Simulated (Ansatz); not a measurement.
# CHGa2 (quartet): from Hartree-Fock to the top rungs at a displaced geometry (v1), cc-pVDZ

The task here is to estimate one member of a computed series from the others.

The runs use Ansatz 0.2.0, Gaussian basis; cc-pVDZ, core rule «outside noble gas», up to 29 orbitals frozen.

To be run: UHF; CCSD(T) on ROHF; CCSD(T) on UHF; BCCD(T) on ROHF; CISD as a restricted active space (open shells left free, so some higher excitations enter); CCSDT(Q) on ROHF; CCSDT(Q) on UHF.

33 further runs of the same task are left out: 4 for a known fault of the program, 12 that didn't finish, 17 set aside as unsound or not needed. Runs told in other sessions of the task aren't counted.

## The system

The geometry is a PBE0/def2-TZVP stationary point (not a proven minimum) with its atoms shifted at random (size 0.040 Å). No spin-orbit coupling is included. The filled d shell of Ga may be among the frozen orbitals whatever the setting's name suggests.

4 atoms, charge 0, spin multiplicity 4.

Atoms are counted from 1 here; the program's logs count them from 0.

Bond lengths: Ga1–C2 2.033 Å, C2–Ga3 2.046 Å, Ga3–H4 1.549 Å. Angles: Ga1–C2–Ga3 173.7°, C2–Ga3–H4 117.0°.

As a file:

| atom | x (Å) | y (Å) | z (Å) |
| --- | --- | --- | --- |
| Ga1 | 0.00230 | -0.31346 | 2.70283 |
| C2 | 0.00158 | -0.43215 | 0.67339 |
| Ga3 | 0.04943 | -0.33149 | -1.36971 |
| H4 | -0.05331 | 1.07709 | -2.00651 |

The first run:

in.yaml reads:

```yaml
crystal:
  periodic: [false, false, false]
  atoms:
    - {symbol: Ga, position_ang: [0.002298, -0.313461, 2.702827]}
    - {symbol: C, position_ang: [0.001580, -0.432147, 0.673390]}
    - {symbol: Ga, position_ang: [0.049428, -0.331486, -1.369709]}
    - {symbol: H, position_ang: [-0.053307, 1.077094, -2.006508]}
basis:
  gaussian: {orbitals: cc-pVDZ}
magnetization: {spin_polarized: true, initial_magnetization: 3}
hamiltonian: {xc: hf}
output: {orbitals: {seedname: orbitals}}
```

Command:

```
> ansatz run in.yaml --threads 1 --pin off --events-out ev --progress --plain --max-ram 2393MiB
```

Among the steps run: UHF; CCSD(T) on ROHF; CCSD(T) on UHF; BCCD(T) on ROHF; CISD as a restricted active space (open shells left free, so some higher excitations enter); CCSDT(Q) on ROHF; CCSDT(Q) on UHF.

One table of the session follows, with a row left open; its other results are not shown here.

```
   method  from UCCSDT(Q) (meV)
     ROHF               +6074.8
      UHF               +5864.7
     RMP2                     ?
     UMP2               +1338.1
    RCCSD                +253.4
    UCCSD                +241.2
 RCCSD(T)                 +64.5
 UCCSD(T)                 +58.6
  BCCD(T)                 +62.9
   RCCSDT                 +22.0
   UCCSDT                 +14.7
RCCSDT(Q)                  +8.0
UCCSDT(Q)                     0
```

**Question.** Estimate the row for RMP2.

**Answer.** from UCCSDT(Q) (meV): +1331.2. In the column «from UCCSDT(Q) (meV)» it lies between RCCSD (+253.4) and UMP2 (+1338.1).

Not comparable, so not listed: CISD as a restricted active space (open shells left free, so some higher excitations enter) (they don't share determinant, frozen orbitals or solution with the rows shown, or repeat one).

Limits of these values: Restricted and unrestricted rows rest on different reference determinants; a gap between their highest levels can come from leftover correlation error, from unlike frozen cores or from another state.
